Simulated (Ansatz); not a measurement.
# SiGe2 (singlet): the correlation ladder, cc-pVDZ

One table from this session's results is given with a row withheld; the runs are named, their logs left out.

Method: cc-pVDZ, core rule «outside noble gas», up to 33 orbitals frozen; program: Ansatz 0.2.0, Gaussian basis.

To be run: UHF; CCSD(T) on RHF; BCCD(T) on RHF; CISD; CCSDT(Q) on RHF; CCSDT(Q) on UHF; CCSDTQ on RHF.

7 further runs of the same task are left out: 3 that didn't finish, 4 set aside as unsound or not needed.

### The system

The geometry is a PBE0/def2-TZVP stationary point (not a proven minimum). No spin-orbit coupling is included. The filled d shell of Ge may be among the frozen orbitals whatever the setting's name suggests; the logs give the count.

3 atoms, charge 0, spin multiplicity 1.

Atoms are counted from 1 here; the program's logs count them from 0.

Bond lengths: Ge1–Ge2 2.296 Å, Ge2–Si3 2.230 Å. Angles: Ge1–Ge2–Si3 79.3°.

The first run:

Contents of in.yaml:

```yaml
crystal:
  periodic: [false, false, false]
  atoms:
    - {symbol: Ge, position_ang: [0.000000, -0.171481, 1.304403]}
    - {symbol: Ge, position_ang: [0.000000, 0.730925, -0.806524]}
    - {symbol: Si, position_ang: [0.000000, -1.446940, -1.287709]}
basis:
  gaussian: {orbitals: cc-pVDZ}
magnetization: {spin_polarized: true, initial_magnetization: 0}
hamiltonian: {xc: hf}
output: {orbitals: {seedname: orbitals}}
```

On the command line:

```console
$ ansatz run in.yaml --threads 1 --pin off --events-out ev --progress --plain --max-ram 2816MiB --backend cpu
```

Among the steps run: UHF; CCSD(T) on RHF; BCCD(T) on RHF; CISD; CCSDT(Q) on RHF; CCSDT(Q) on UHF; CCSDTQ on RHF.

One of the session's tables, all rows but one given; the rest of the session is left out.

```
   method  from RCCSDTQ (meV)
      RHF             +7997.5
     RMP2             +1312.4
     CISD             +1622.8
    RCCSD                   ?
 RCCSD(T)               +99.4
  BCCD(T)               +92.0
   RCCSDT               +70.1
RCCSDT(Q)                -8.8
  RCCSDTQ                   0
```

Q: Estimate the row for RCCSD from the others.

The run gave: from RCCSDTQ (meV): +668.5. In the column «from RCCSDTQ (meV)» it lies between RCCSD(T) (+99.4) and RMP2 (+1312.4).
